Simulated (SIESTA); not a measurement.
Crystal: LiTi2BiO6.

```
Bi Ti O Li
1.0
     2.70897    1.56402    4.61374
    -2.70897    1.56402    4.61374
     0.00000   -3.12804    4.61374
Bi Ti O Li
1 2 6 1
Cartesian
  0.0000 0.0000 2.9909
  0.0000 0.0000 6.7263
  0.0000 0.0000 13.6524
  1.6350 0.3736 5.8785
  -0.4940 -1.6028 5.8785
  -1.1411 1.2292 5.8785
  1.1377 -1.0922 8.1623
  0.3770 1.5313 8.1623
  -1.5147 -0.4392 8.1623
  0.0000 0.0000 9.7240
```

The cell comes from a database or a generator and needn't be the stable form of this composition.

| Property | Result |
| --- | --- |
| Program | SIESTA 5.4.2 |
| Task | single point |
| Functional | PBEsol |
| Potentials or basis | PseudoDojo 0.4 standard (PBEsol files) |
| Basis | DZP (energy shift 0.003 Ry; two zetas on semicore shells) |
| Grid cutoff | 800 Ry |
| Energy shift | 0.003 Ry |
| k mesh | 6 × 6 × 6 |
| Occupations | fermi-dirac, width 0.05 eV |
| Spin | no spin polarisation |

On this cell: pressure -3.0 GPa; largest force 0.342 eV/Å; band gap on the k mesh 2.69 eV, indirect (least direct gap 2.81 eV).

The same run follows on a disturbed copy (atoms moved at random, drawn with an rms of 0.05 Å):

```
CELL_PARAMETERS angstrom
2.70897 1.56402 4.61374
-2.70897 1.56402 4.61374
0.00000 -3.12804 4.61374
ATOMIC_POSITIONS crystal
Bi 0.21366 0.21484 0.21080
Ti 0.48060 0.48789 0.48804
Ti 0.98262 0.98650 0.97954
O 0.76438 0.17581 0.34251
O 0.16307 0.35377 0.76320
O 0.36251 0.76017 0.16238
O 0.68657 0.26267 0.82746
O 0.82030 0.68744 0.25563
O 0.25821 0.81073 0.68922
Li 0.70480 0.69368 0.70810
```

Problem. What changes?

Solution. The energy moves by +16.6 meV/atom; pressure 0.4 GPa; largest force 1.246 eV/Å; band gap on the k mesh 2.84 eV, indirect (least direct gap 3.07 eV).

Forces on the atoms (eV/Å):
```
Bi  -0.098 -0.200  0.592
Ti   0.218  0.450  0.449
Ti   0.521 -0.432  0.539
O    0.737 -0.054 -0.609
O    0.078 -0.701 -0.776
O   -0.843  0.411 -0.821
O   -0.453  0.534 -0.315
O   -0.070 -0.188  0.493
O   -0.065  0.179  0.441
Li  -0.026  0.001  0.007
```

Stress tensor (GPa, compression positive):
```
 0.12 -0.27  0.96
-0.27  0.54  0.22
 0.96  0.22  0.46
```

Caveats: spin-orbit coupling is left out, which as a rule narrows the gap of such compounds by several tenths of an eV; the basis of atomic orbitals isn't converged, which shifts pressures, moduli and gaps.

A k mesh can miss the band edges.
